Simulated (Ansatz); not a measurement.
# AgPdI3O9: the cost of one run

All numbers below are computed with Ansatz 0.2.0 (DFT PBEsol, plane waves, PAW, scalar-relativistic, no spin polarisation).

### Step 1. The system as given

The cell holds 28 atoms (Ag2I6O18Pd2): a = 7.623 Å, b = 8.361 Å, c = 8.963 Å, α = 62.87°, β = 76.42°, γ = 82.23°.

The coordinates stand in the first input below.

### Step 2. Run 1

170 steps of 1.5 fs under a Nosé-Hoover thermostat at 500 K.

Input file input.yaml:

```yaml
crystal:
  lattice:
    - [7.622839, 0.0, 0.0]
    - [1.130736, 8.283806, 0.0]
    - [2.104227, 3.838376, 7.821626]
  atoms:
    - { symbol: Ag, position: [0.318162, 0.174134, 0.161387] }
    - { symbol: Ag, position: [0.681838, 0.825866, 0.838613] }
    - { symbol: Pd, position: [0.0, 0.0, 0.5] }
    - { symbol: Pd, position: [0.0, 0.0, 0.0] }
    - { symbol: I, position: [0.278857, 0.20601, 0.602569] }
    - { symbol: I, position: [0.721143, 0.79399, 0.397431] }
    - { symbol: I, position: [0.251274, 0.645424, 0.767013] }
    - { symbol: I, position: [0.748726, 0.354576, 0.232987] }
    - { symbol: I, position: [0.69431, 0.283477, 0.785651] }
    - { symbol: I, position: [0.30569, 0.716523, 0.214349] }
    - { symbol: O, position: [0.139663, 0.222728, 0.442827] }
    - { symbol: O, position: [0.860337, 0.777272, 0.557173] }
    - { symbol: O, position: [0.078286, 0.221897, 0.771837] }
    - { symbol: O, position: [0.921714, 0.778103, 0.228163] }
    - { symbol: O, position: [0.315744, 0.44833, 0.507724] }
    - { symbol: O, position: [0.684256, 0.55167, 0.492276] }
    - { symbol: O, position: [0.090768, 0.857914, 0.729759] }
    - { symbol: O, position: [0.909232, 0.142086, 0.270241] }
    - { symbol: O, position: [0.215265, 0.559832, 0.000995] }
    - { symbol: O, position: [0.784735, 0.440168, 0.999005] }
    - { symbol: O, position: [0.46884, 0.767169, 0.685623] }
    - { symbol: O, position: [0.53116, 0.232831, 0.314377] }
    - { symbol: O, position: [0.728411, 0.067023, 0.98674] }
    - { symbol: O, position: [0.271589, 0.932977, 0.01326] }
    - { symbol: O, position: [0.669939, 0.163626, 0.659171] }
    - { symbol: O, position: [0.330061, 0.836374, 0.340829] }
    - { symbol: O, position: [0.449174, 0.323437, 0.862995] }
    - { symbol: O, position: [0.550826, 0.676563, 0.137005] }
basis:
  ecutwfc: 420.0
kpoints:
  mp_grid: { grid: [2, 2, 2] }
hamiltonian:
  xc: pbesol
scf:
  occupations: { method: fermi_dirac, width: 0.05 }
  lower_state_search: "off"
md:
  timestep: 1.5
  n_steps: 170
  ensemble: nvt_nose_hoover
  temperature: 500.0
  initial_velocities: maxwell_boltzmann
  seed: 147321
  nose_hoover: { tau: 50.0, chain_length: 3 }
```

Command:

```sh
ansatz run input.yaml --threads 4 --pin off --max-ram 10240MiB --backend cpu --events-out ev --progress --plain --runs-dir out
```

Q: Estimate wall time and peak memory on 4 threads of Arm Neoverse V2, shared host.

About 20 min, with a peak of 2.4 GiB.
